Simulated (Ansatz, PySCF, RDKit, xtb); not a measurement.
# BSiHF4: a search for the lowest isomer

Given the formula BSiHF4 and nothing else, which arrangement of the atoms is the most stable in the gas at 298.15 K, and what are its properties?

Plan: many cheap relaxations first (GFN2-xTB), then density-functional screening, relaxation at B3LYP-D3(BJ)/def2-SVP, vibrations and a final energy. The numbers are computed, not measured.

7 further runs of the same task are left out: 7 set aside as unsound or not needed.

### 1 Candidates

A program enumerates the bonding patterns with one Lewis structure each (two rings at most, one unusual centre or charged pair), with their diastereomers. O–O, O–halogen and N–halogen bonds and N–N–N chains are not drawn. That gives 5 candidates.

| label | SMILES | spin |
| --- | --- | --- |
| c517 | F[SiH+][B-](F)(F)F | singlet |
| c588 | FB[Si](F)(F)F | singlet |
| c759 | F[BH-](F)[Si+](F)F | singlet |
| c940 | [BH+][Si-](F)(F)(F)F | singlet |
| c993 | FB(F)[SiH](F)F | singlet |

Candidates are built by distance geometry, with a force field where one applies, in up to four conformers (letters a to d). 16 starts with atoms placed at random are added, to find patterns that the rules miss.

Q: Predict the outcome of this search (final energies at CCSD(T)/def2-SVP + MP2/def2-TZVPP - MP2/def2-SVP).

| quantity | value |
| --- | --- |
| lowest structure found | FB(F)[SiH](F)F, singlet, Cs |
| next finalist | FB[Si](F)(F)F, singlet, 1.7 kcal/mol higher in G |
| share at equilibrium, among the finalists | 94.6 % |
| harmonic wavenumbers, lowest and highest (B3LYP-D3(BJ)/def2-SVP) | 11 and 2287 cm⁻¹ |
| rotational constants, same geometry | 0.1372, 0.05479, 0.05357 cm⁻¹ |
| dipole moment (PBE0/def2-TZVPD) | 1.41 D |
| HOMO energy (PBE0/def2-TZVPD) | -9.49 eV |
| LUMO energy (PBE0/def2-TZVPD) | -1.97 eV |
| HOMO–LUMO gap (PBE0/def2-TZVPD) | 7.51 eV |
| lowest excitation (TD-B3LYP/def2-SVPD) | 6.06 eV (f = 0.018) |
| strongest of the states computed, same level | 8.58 eV (f = 0.073) |
| lowest triplet excitation, same level, Tamm-Dancoff | 5.01 eV |
| vertical ionisation energy | 11.87 eV |
| vertical electron affinity | 0.03 eV |
| vertical triplet less singlet | +4.90 eV |

The lowest structure found is `FB(F)[SiH](F)F`. The margin, 1.7 kcal/mol, is modest. HF/STO-3G, r2SCAN-D4/def2-SVP, B3LYP-D3(BJ)/def2-SVP, HF/def2-SVP and MP2/def2-SVP already put its bonding pattern lowest among the structures in one piece; GFN2-xTB favours the singlet FB[Si](F)(F)F. 2 minima inside the window were never screened. The search is not exhaustive (a finite list of starts, one conformer a finalist), so a lower isomer can't be ruled out. Patterns outside the rules of the enumeration were met only by chance.
